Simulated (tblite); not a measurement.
# C5H11NOSi2: the cost of one run

Computed with tblite 0.8.0 and PySCF 2.14.0, with density-fitted response routines of our own, on a single molecule, in the gas phase or a continuum. Atoms are numbered from 0 throughout.

### 1 The molecule as given

20 atoms, charge 0, multiplicity 1; geometry from: force field or distance geometry start.

Bonds of the start (Å): C0–C1 1.20, C1–Si2 1.79, Si2–C3 1.86, C3–C4 1.54, C4–Si5 1.86, Si5–N6 1.78, N6–C7 1.44, Si5–O8 1.74, O8–Si2 1.72, C0–H9 1.07, Si2–H10 1.46, C3–H11 1.11, C3–H12 1.09, C4–H13 1.10, C4–H14 1.09, Si5–H15 1.45, N6–H16 1.05, C7–H17 1.10, C7–H18 1.12, C7–H19 1.11.

### 2 Optimising the geometry with GFN2-xTB

What the job is given:

```
{"job": {"kind": "relax", "xc": "GFN2-xTB", "basis": "xTB"}, "charge": 0, "multiplicity": 1}
C      4.214500     1.689900     0.060200
C      3.159400     1.119000     0.118900
Si     1.614800     0.229400     0.255500
C      1.406700    -1.019500    -1.103600
C      0.022700    -1.572500    -0.698100
Si    -0.918600     0.026000    -0.513700
N     -2.118300    -0.187300     0.787900
C     -3.302800     0.577500     0.480800
O      0.250300     1.231600    -0.049400
H      5.137000     2.222800    -0.006600
H      1.408800    -0.471000     1.522700
H      1.257200    -0.556700    -2.096500
H      2.164900    -1.809300    -1.111100
H      0.160700    -1.987100     0.312200
H     -0.392200    -2.250600    -1.442200
H     -1.556300     0.387700    -1.763300
H     -1.705700     0.101100     1.713600
H     -3.428400     1.449000     1.144600
H     -4.188900    -0.107800     0.540400
H     -3.190800     0.938300    -0.565000
```

The run is started by

```
OMP_NUM_THREADS=1 python probes_run.py task.json out
```

One launch serves the whole session: the jobs run in the order shown.

Q: Estimate the wall time and peak memory of this first job on 1 thread of Intel Xeon Platinum 8488C, shared host.

About 2.1 s, with a peak of 0.18 GiB.
